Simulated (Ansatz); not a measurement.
# One input on several machines: PBEsol, a 3×3×3 supercell of LaPd3 (Pm-3m), atoms displaced at random by about 0.04 Å along each cell vector

The runs below are of Ansatz 0.2.0 on a node with four NVIDIA GB300 Max-Q cards and 144 Grace (Neoverse V2) cores; a node with four NVIDIA GB200 cards and 144 Grace (Neoverse V2) cores; a node with eight NVIDIA H100 80GB cards and 96 AMD EPYC 7R13 cores; an Intel Xeon 6975P-C node (Granite Rapids, 96 cores, 192 hardware threads, 360 GiB), one at a time and with no other job on the machine; times are wall-clock times from launch to exit. Times and memory are rounded to two significant figures, and ratios are formed from the unrounded values. A row is a single run, so small differences between rows aren't established. System services beside the runs took up to 5 cores (rounded up). Runs with a thread on every core shared the cores with them. Precision is the program's default, which can work at lower precision in parts of a run. Card memory is the largest of readings taken every 0.4 s, so short peaks can be missed, and it isn't given for runs under about 3 s. It shows what a run took, which needn't be the least that it can run in: the program holds more work at once where threads and free memory allow.

Commands are shown without the flags for output files and display.

The PAW files were made with PBE. For this functional the program regenerates the frozen cores at set-up.

* atoms: 108
* valence electrons: 1755
* cell volume: 2004 Å³
* cutoff: 450 eV
* k mesh: 4×4×4
* k points solved: 36
* symmetry operations used (translations within a supercell counted): 1
* plane waves at Γ: 43507
* dense FFT grid: 90×90×90
* bands at the start: 986
* spin: none
* first density: atoms corrected by the program's trained network

The input file:

```yaml
crystal:
  lattice:
    - [12.607986, 0.000000, 0.000000]
    - [0.000000, 12.607986, 0.000000]
    - [0.000000, 0.000000, 12.607986]
  atoms:
    - { symbol: La, position: [-0.000175, -0.004473, -0.005247] }
    - { symbol: Pd, position: [0.164648, -0.002903, 0.165630] }
    - { symbol: Pd, position: [-0.003423, 0.162898, 0.167783] }
    # ... 104 more atoms, left out here ...
    - { symbol: Pd, position: [0.832971, 0.833809, 0.664199] }
kpoints:
  mp_grid: { grid: [4, 4, 4] }
basis: { ecutwfc: 450 }
hamiltonian:
  xc: pbesol
scf:
  occupations: { method: gaussian, width: 0.1 }
```

| machine share | command | wall time | SCF clock | outside it | CPU time | SCF iterations | threads | the cards share | host memory (GiB) | fullest card (GiB) | remarks |
| --- | --- | --- | --- | --- | --- | --- | --- | --- | --- | --- | --- |
| 1 × GB200 | ansatz run input.yaml --backend cuda --devices 1 | 24 s | 22 s | 1.5 s | 4.3 min | 9 | 72 |  | 4.4 | 150 | card 151 of 185 GiB; slots 36→13 |
| 1 × GB300 | ansatz run input.yaml --backend cuda --devices 1 | 43 s | 41 s | 1.7 s | 11 min | 9 | 72 |  | 4.5 | 230 | card 233 of 278 GiB; slots 36→23 |
| 1 × H100 | ansatz run input.yaml --backend cuda --devices 1 | 35 s | 33 s | 2.3 s | 2.9 min | 9 | 48 |  | 3.7 | 67 | card 67 of 80 GiB; slots 36→4 |
| 2 × H100 | ansatz run input.yaml --backend cuda --devices 2 | 23 s | 18 s | 4.8 s | 3.5 min | 9 | 2×48 | k points | 16 | 64 | card 64 of 80 GiB; slots 36→10 |
| 4 × H100 | ansatz run input.yaml --backend cuda --devices 4 | 18 s | 11 s | 7.3 s | 3.9 min | 9 | 4×24 | k points | 22 | 68 | card 68 of 80 GiB; slots 36→28 |
| 8 × H100 | ansatz run input.yaml --backend cuda --devices 8 | 18 s | 7.3 s | 11 s | 3.3 min | 9 | 8×8 | k points | 26 | 44 |  |
| 96 threads, Xeon 6975P-C | ansatz run input.yaml --threads 96 --backend cpu | 3.1 min | 3.1 min | 2.0 s | 4.2 h | 9 | 96 |  | 85 |  | workers unbound |

The SCF clock is the program's own. It runs from the start of the first SCF loop to the final result and holds forces, stress, later SCFs and response steps. Outside it lie start-up, exit and the set-up ahead of the first loop, which depends on the cell and the method.

«slots a→b»: to fit the memory the program cut the eigensolver solves (one k point and spin each) that it holds at once from a to b, which trades time for memory. «card a of b GiB» or «host a of b GiB»: the run took three quarters or more of a card's memory (or the program reckoned to fill 85 % of what was free), or 60 % or more of the host memory that it had. The program fits its work to the free memory, so such a run may be limited by memory even where its log doesn't say so. «workers unbound»: the program didn't bind its workers to cores in this run. Rows whose remarks tell of memory aren't like for like with rows without. Threads written as a×b are a pools of b host workers, as the log lists them; the log's own count of threads can differ.

The machines don't compute alike at the default precision: the logs show emulated matrix products on GB200 and GB300, and some doubles held as pairs of floats on GB300.

The runs on cards also kept host threads busy (see the CPU time), so differences between cards can come from their hosts too.

Among these rows the slowest by wall time (96 threads, Xeon 6975P-C) takes 10 times as long as the fastest (8 × H100, with 4 × H100 within 5 %). Up to 60 % of a wall time lies outside the SCF clock (8 × H100), so the wall times show the speed at the clocked work only in part. On the SCF clock alone the slowest (96 threads, Xeon 6975P-C) takes 25 times as long as the fastest (8 × H100).

Q: How long does the same input take on 144 threads, Grace of the GB200 node (ansatz run input.yaml --backend cpu)?

A: 5.3 min, in 9 SCF iterations, 1.7 times the time on 96 threads, Xeon 6975P-C; peak host memory 82 GiB.
